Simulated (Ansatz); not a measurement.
**C₁₁H₁₄: small, medium and large basis sets**

An exercise on one series of results from a longer session: the logs are not shown, and one member is left open.

Method: one geometry, several basis sets; program: Ansatz 0.2.0, Gaussian basis.

Levels to be run: PBE0-D4/def2-SVP; ωB97M-V/def2-SVP; PBE0-D4/def2-QZVPP; ωB97M-V/def2-QZVPP; the functionals' def2-TZVPP values are taken from earlier runs.

### The relaxed structure

All runs share one geometry, relaxed beforehand with PBE0-D4 in a triple-zeta def2 set.

SMILES `CC1(C)CCc2ccccc21`, 25 atoms, charge 0, spin multiplicity 1.

Atoms are counted from 1 here; the program's logs count them from 0.

Bond lengths: C1–C2 1.521 Å, C1–H12 1.093 Å, C1–H13 1.094 Å, C1–H14 1.093 Å, C2–C3 1.531 Å, C2–C4 1.544 Å, C2–C11 1.514 Å, C3–H15 1.093 Å, C3–H16 1.094 Å, C3–H17 1.093 Å, C4–C5 1.533 Å, C4–H18 1.094 Å, C4–H19 1.093 Å, C5–C6 1.502 Å, C5–H20 1.092 Å, C5–H21 1.097 Å, C6–C7 1.384 Å, C6–C11 1.392 Å and more. Angles: C2–C1–H12 111.0°, C2–C1–H13 110.6°, C2–C1–H14 111.4°, H12–C1–H13 108.2°, H12–C1–H14 108.0°, H13–C1–H14 107.4°, C1–C2–C3 109.8°, C1–C2–C4 112.1°, C1–C2–C11 113.4°, C3–C2–C4 110.6°, C3–C2–C11 109.3°, C4–C2–C11 101.3°, C2–C3–H15 110.8°, C2–C3–H16 110.6°, C2–C3–H17 111.3°, H15–C3–H16 108.2°, H15–C3–H17 107.6°, H16–C3–H17 108.3° and more.

Coordinates:

```xyz
25
C11H14
C    -1.14537   -0.02405    2.10552
C     0.04496    0.08736    1.16555
C     1.19748   -0.77833    1.68166
C     0.50371    1.54971    0.98014
C     1.08310    1.63334   -0.43620
C     0.32598    0.56148   -1.16617
C     0.19010    0.35977   -2.52910
C    -0.55905   -0.71907   -2.98190
C    -1.15924   -1.58626   -2.07861
C    -1.01766   -1.38538   -0.71113
C    -0.27597   -0.30696   -0.26023
H    -1.99663    0.54862    1.73000
H    -0.88815    0.35663    3.09809
H    -1.46280   -1.06342    2.22523
H     0.91130   -1.83285    1.70136
H     1.47718   -0.48183    2.69677
H     2.07937   -0.68661    1.04293
H    -0.37172    2.20305    1.04691
H     1.20742    1.86231    1.75523
H     0.96527    2.62235   -0.88487
H     2.15667    1.41029   -0.44262
H     0.65404    1.03824   -3.23769
H    -0.68163   -0.88187   -4.04677
H    -1.74595   -2.42181   -2.44347
H    -1.49242   -2.06469   -0.01064
```

Set-up of the first run:

Input file in.yaml:

```yaml
crystal:
  periodic: [false, false, false]
  atoms:
    - {symbol: C, position_ang: [-1.145374, -0.024054, 2.105524]}
    - {symbol: C, position_ang: [0.044959, 0.087357, 1.165551]}
    - {symbol: C, position_ang: [1.197477, -0.778332, 1.681658]}
    - {symbol: C, position_ang: [0.503714, 1.549706, 0.980141]}
    - {symbol: C, position_ang: [1.083101, 1.633341, -0.436198]}
    - {symbol: C, position_ang: [0.325980, 0.561481, -1.166166]}
    - {symbol: C, position_ang: [0.190098, 0.359765, -2.529105]}
    - {symbol: C, position_ang: [-0.559045, -0.719072, -2.981903]}
    - {symbol: C, position_ang: [-1.159242, -1.586263, -2.078607]}
    - {symbol: C, position_ang: [-1.017663, -1.385383, -0.711127]}
    - {symbol: C, position_ang: [-0.275969, -0.306960, -0.260232]}
    - {symbol: H, position_ang: [-1.996632, 0.548622, 1.730003]}
    - {symbol: H, position_ang: [-0.888147, 0.356634, 3.098089]}
    - {symbol: H, position_ang: [-1.462799, -1.063420, 2.225225]}
    - {symbol: H, position_ang: [0.911301, -1.832849, 1.701360]}
    - {symbol: H, position_ang: [1.477178, -0.481825, 2.696768]}
    - {symbol: H, position_ang: [2.079373, -0.686609, 1.042926]}
    - {symbol: H, position_ang: [-0.371717, 2.203053, 1.046912]}
    - {symbol: H, position_ang: [1.207418, 1.862314, 1.755233]}
    - {symbol: H, position_ang: [0.965275, 2.622349, -0.884869]}
    - {symbol: H, position_ang: [2.156669, 1.410288, -0.442620]}
    - {symbol: H, position_ang: [0.654040, 1.038238, -3.237687]}
    - {symbol: H, position_ang: [-0.681627, -0.881868, -4.046772]}
    - {symbol: H, position_ang: [-1.745946, -2.421814, -2.443475]}
    - {symbol: H, position_ang: [-1.492422, -2.064694, -0.010639]}
basis:
  gaussian: {orbitals: def2-SVP}
hamiltonian: {xc: pbe0, dispersion: d4}
output: {orbitals: {seedname: orbitals}}
```

Run with:

```sh
$ ansatz run in.yaml --threads 4 --pin off --events-out ev --progress --plain --max-ram 66560MiB --backend cpu
```

Steps of the session up to this table: PBE0-D4 in def2-SVP; ωB97M-V in def2-SVP; PBE0-D4 in def2-QZVPP; ωB97M-V in def2-QZVPP.

One of the session's tables, all rows but one given; the rest of the session is left out.

It belongs to the step «Density functionals: the series». 

| functional | basis | HOMO (eV) | LUMO (eV) |
| --- | --- | --- | --- |
| PBE0-D4 | def2-SVP | ? | ? |
| PBE0-D4 | def2-TZVPP | -6.70 | -0.15 |
| PBE0-D4 | def2-QZVPP | -6.72 | -0.20 |
| ωB97M-V | def2-SVP | -8.76 | 2.02 |
| ωB97M-V | def2-TZVPP | -8.77 | 1.80 |
| ωB97M-V | def2-QZVPP | -8.78 | 1.61 |

Estimate the missing values for PBE0-D4, def2-SVP.

**Answer.** HOMO (eV): -6.69; LUMO (eV): -0.01. In the column «HOMO (eV)» it is the highest.
